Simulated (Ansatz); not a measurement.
# C4H8O (2-butanone): HF/STO-3G

What is the electronic atomisation energy of C4H8O (2-butanone) at HF/STO-3G? 

The calculation is run with Ansatz 0.2.0.

51 further runs of the same task are left out: 51 set aside as unsound or not needed.

**1. The molecule**

C4H8O: 13 atoms, total charge 0, spin state singlet. SMILES: `CCC(C)=O`. Geometry: relaxed at PBE0-D4/def2-TZVP. This is one conformer, not always the lowest.

Bond lengths: C1–C2 1.527 Å, C2–C3 1.512 Å, C3–C4 1.505 Å, C3–O5 1.206 Å, C1–H6 1.091 Å, C1–H7 1.092 Å, C1–H8 1.093 Å, C2–H9 1.094 Å, C2–H10 1.092 Å, C4–H11 1.093 Å, C4–H12 1.095 Å, C4–H13 1.088 Å. Some angles: C1–C2–C3 110.3°, C2–C3–C4 116.7°, C2–C3–O5 121.3°, C4–C3–O5 121.9°, C1–C2–H9 109.9°, C1–C2–H10 110.0°, C3–C2–H9 110.1°, C3–C2–H10 107.8°, C2–C1–H6 110.6°, C2–C1–H7 110.5°.

**2. A single-point energy at HF/STO-3G**

File job.yaml:

```yaml
crystal:
  periodic: [false, false, false]
  atoms:
    - {symbol: C, position_ang: [-1.145600, 1.128600, -0.438000]}
    - {symbol: C, position_ang: [0.104000, 0.866600, 0.400200]}
    - {symbol: C, position_ang: [0.917600, -0.253800, -0.206600]}
    - {symbol: C, position_ang: [0.580900, -1.652300, 0.236700]}
    - {symbol: O, position_ang: [1.778900, -0.032900, -1.021800]}
    - {symbol: H, position_ang: [-1.729800, 1.946300, -0.012200]}
    - {symbol: H, position_ang: [-0.871200, 1.401500, -1.458700]}
    - {symbol: H, position_ang: [-1.791800, 0.248500, -0.484700]}
    - {symbol: H, position_ang: [-0.181700, 0.612400, 1.425300]}
    - {symbol: H, position_ang: [0.731300, 1.759600, 0.423400]}
    - {symbol: H, position_ang: [-0.499800, -1.816400, 0.230900]}
    - {symbol: H, position_ang: [0.914800, -1.787200, 1.270500]}
    - {symbol: H, position_ang: [1.077500, -2.382200, -0.399800]}
basis:
  gaussian:
    orbitals: STO-3G
hamiltonian:
  xc: hf
accuracy: high
output: {orbitals: {seedname: orbitals}}
```

The run is started by

```
$ ansatz run job.yaml --threads 1 --pin off --max-ram 3480MiB --events-out events.jsonl --progress --plain --runs-dir runs
```

The program printed:

```text
Warning: RAYON_NUM_THREADS=1 ignored (pool sized by the plan → 1); use --threads N
Functional definition: HF
  name "HF"
  exchange = exact_x
  correlation = 0
717 factors; integrals over basis functions are off by at most 4.6e-9 eV
mean field evaluation 1: about -6202.6940 eV, gradient 3.5e1 eV
mean field evaluation 2: about -6202.9586 eV, gradient 3.5e1 eV
mean field evaluation 4: about -6207.1750 eV, gradient 2.8e0 eV
mean field evaluation 8: about -6207.2322 eV, gradient 1.9e-5 eV
mean field -6207.22859598 eV, -228.1114434916 hartree, gradient 9.0e-9 eV, S^2 0.000000; 0 other end points of the search recorded, 0 dependent functions left out
reference -6207.22859598 eV, -228.1114434916 hartree; 20, 20 occupied and 13, 13 virtual orbitals, 717 factors
Total energy: -6207.22859598 eV, -228.1114434916 hartree
```

It took 0.32 s on 1 thread of Intel Xeon 6975P-C (Granite Rapids), shared host.

**3. The C atom**

File molecule.yaml:

```yaml
crystal:
  periodic: [false, false, false]
  atoms:
    - {symbol: C, position_ang: [0.000000, 0.000000, 0.000000]}
basis:
  gaussian:
    orbitals: STO-3G
accuracy: high
hamiltonian:
  xc: hf
magnetization:
  spin_polarized: true
  initial_magnetization: 2
```

Run the same way, it converges to -37.19839 Eh (log not shown).

**4. The H atom, same level**

File input.yaml:

```yaml
crystal:
  periodic: [false, false, false]
  atoms:
    - symbol: H
      position_ang: [0.000000, 0.000000, 0.000000]
basis:
  gaussian:
    orbitals: STO-3G
total_charge: 0
magnetization:
  spin_polarized: true
  initial_magnetization: 1
hamiltonian:
  xc: hf
accuracy: high
```

Run the same way, it converges to -0.46658 Eh (log not shown).

**5. The O atom, same level**

File job.yaml:

```yaml
crystal:
  periodic: [false, false, false]
  atoms:
    - {symbol: O, position_ang: [0.000000, 0.000000, 0.000000]}
basis:
  gaussian:
    orbitals: STO-3G
magnetization:
  spin_polarized: true
  initial_magnetization: 2
hamiltonian:
  xc: hf
accuracy: high
```

Run the same way, it converges to -73.80415 Eh (log not shown).

**6. What came out**

At HF/STO-3G:

```
                     quantity          value
       molecule: total energy  -228.11144 Eh
        molecule: HOMO energy       -8.63 eV
        molecule: LUMO energy        8.21 eV
      molecule: HOMO–LUMO gap       16.84 eV
         C atom: total energy   -37.19839 Eh
                 C atom: ⟨S²⟩          2.000
         H atom: total energy    -0.46658 Eh
                 H atom: ⟨S²⟩          0.750
         O atom: total energy   -73.80415 Eh
                 O atom: ⟨S²⟩          2.000
electronic atomisation energy      48.465 eV
```

**Reading.** Taking the molecule apart into free atoms costs 48.47 eV (1118 kcal/mol), before zero-point energy and without spin-orbit coupling. Hartree–Fock lacks the correlation of the bonding pairs, which as a rule makes this value much too low; in minimal bases other errors can mask that. In a minimal basis such a difference can be off by several eV, whatever the method.
